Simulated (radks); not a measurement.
# Ru⁴⁺ in [Kr] 4d4: an all-electron calculation

One table from this session's results is given with a row withheld; the runs are named, their logs left out.

The numbers are computed with radks (a radial shooting solver on a logarithmic mesh, Libxc functionals) version 1 (scalar-relativistic Kohn-Sham, HCTH/407, spin-unpolarised, spherical densities, point nucleus), except any that are marked as measured or tabulated.

### What is computed

| Item | Value |
| --- | --- |
| element | ruthenium (Z = 44) |
| charge | +4 |
| electrons | 40 |
| configuration | [Kr] 4d4 |

The outer shells:

Ru⁴⁺
```
[Kr] core
4d [↑ ][↑ ][↑ ][↑ ][  ]
```

The first run:

The run's settings:

```text
Z 44
configuration [Kr] 4d4
relativity scalar-relativistic
functional hcth_407
spin unpolarised
nucleus point
c 137.035999084
```

One table of the session follows, with a row left open; its other results are not shown here.

It belongs to the step «Radial structure». Radial moments (bohr):

| level | <r> | outermost maximum (interpolated) | 90 % within | nodes |
| --- | --- | --- | --- | --- |
| 1s | 0.03345 | 0.0217 | 0.0600 | 0 |
| 2s | 0.1457 | 0.123 | 0.225 | 1 |
| 2p | 0.1269 | 0.0982 | 0.207 | 0 |
| 3s | ? | ? | ? | ? |
| 3p | 0.4023 | 0.355 | 0.606 | 1 |
| 3d | 0.3827 | 0.300 | 0.609 | 0 |
| 4s | 1.002 | 0.910 | 1.45 | 3 |
| 4p | 1.091 | 0.972 | 1.60 | 2 |
| 4d | 1.358 | 1.14 | 2.07 | 1 |

**Question.** Estimate the row for 3s.

As computed: <r>: 0.4022; outermost maximum (interpolated): 0.361; 90 % within: 0.593; nodes: 2. In the column «<r>» it lies between 3d (0.3827) and 3p (0.4023).

To keep in mind: Spin polarisation and multiplet splitting are left out.
